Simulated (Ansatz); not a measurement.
# CH₅ClOSi₂: up Jacob's ladder to CCSD(T)

An exercise on one series of results from a longer session: the logs are not shown, and one member is left open.

Computed with Ansatz 0.2.0, Gaussian basis. Level: functionals in def2-TZVPP, the program's frozen cores in correlated methods.

The runs, in order: PBE-D4, r2SCAN-D4, PBE0-D4, B3LYP-D4, ωB97X-V, ωB97M-V, B2PLYP; CCSD(T)/def2-TZVPP; MP2/def2-QZVPP; extrapolation to the limit.

## The relaxed structure

The geometry comes from an earlier relaxation with PBE0-D4 in a triple-zeta def2 set; it is a stationary point, not always the lowest conformer.

SMILES `Cl[SiH2][SiH]1CO1`, 10 atoms, charge 0, spin multiplicity 1.

Atoms are counted from 1 here; the program's logs count them from 0.

Bond lengths: Cl1–Si2 2.063 Å, Si2–Si3 2.331 Å, Si2–H6 1.484 Å, Si2–H7 1.483 Å, Si3–C4 1.813 Å, Si3–O5 1.674 Å, Si3–H8 1.483 Å, C4–O5 1.462 Å, C4–H9 1.088 Å, C4–H10 1.088 Å. Angles: Cl1–Si2–Si3 107.5°, Cl1–Si2–H6 107.9°, Cl1–Si2–H7 108.7°, Si3–Si2–H6 112.6°, Si3–Si2–H7 110.3°, H6–Si2–H7 109.7°, Si2–Si3–C4 120.9°, Si2–Si3–O5 115.4°, Si2–Si3–H8 116.2°, C4–Si3–O5 49.4°, C4–Si3–H8 120.4°, O5–Si3–H8 116.4°, Si3–C4–O5 60.3°, Si3–C4–H9 122.0°, Si3–C4–H10 120.8°, O5–C4–H9 113.4°, O5–C4–H10 113.1°, H9–C4–H10 114.0° and more.

Set-up of the first run:

in.yaml reads:

```yaml
crystal:
  periodic: [false, false, false]
  atoms:
    - {symbol: Cl, position_ang: [-3.012991, -0.769953, 0.682330]}
    - {symbol: Si, position_ang: [-1.521183, 0.653082, 0.607100]}
    - {symbol: Si, position_ang: [0.165840, -0.174265, -0.772008]}
    - {symbol: C, position_ang: [1.778406, -0.645139, -0.090790]}
    - {symbol: O, position_ang: [1.612955, 0.664662, -0.719893]}
    - {symbol: H, position_ang: [-2.116206, 1.909943, 0.089451]}
    - {symbol: H, position_ang: [-1.003739, 0.872628, 1.979326]}
    - {symbol: H, position_ang: [-0.260277, -0.669949, -2.103464]}
    - {symbol: H, position_ang: [1.993589, -0.589434, 0.974222]}
    - {symbol: H, position_ang: [2.446705, -1.302876, -0.643274]}
basis:
  gaussian: {orbitals: def2-TZVPP}
hamiltonian: {xc: pbe, dispersion: d4}
output: {forces: true, orbitals: {seedname: orbitals}}
```

Launch:

```bash
$ ansatz run in.yaml --threads 4 --pin off --events-out ev --progress --plain --max-ram 10444MiB
```

Steps of the session up to this table: PBE-D4 (GGA); r2SCAN-D4 (meta-GGA); PBE0-D4 (hybrid); B3LYP-D4 (hybrid); ωB97X-V (range-separated); ωB97M-V (range-separated); B2PLYP (double hybrid); CCSD(T) in def2-TZVPP; MP2 in def2-QZVPP.

One table of the session follows, with a row left open; its other results are not shown here.

It belongs to the step «Atomisation energies». 

```
            method  atomisation energy (kcal/mol)
            PBE-D4                          823.6
         r2SCAN-D4                          816.2
           PBE0-D4                          809.5
          B3LYP-D4                              ?
           ωB97X-V                          817.9
           ωB97M-V                          813.9
            B2PLYP                          798.7
     HF/def2-TZVPP                          581.9
    MP2/def2-TZVPP                          801.7
   CCSD/def2-TZVPP                          773.7
CCSD(T)/def2-TZVPP                          787.3
           MP2/CBS                          827.2
       CCSD(T)/CBS                          812.9
```

Q: Estimate the row for B3LYP-D4 from the others.

**Answer.** atomisation energy (kcal/mol): 807.0. In the column «atomisation energy (kcal/mol)» it lies between MP2/def2-TZVPP (801.7) and PBE0-D4 (809.5).
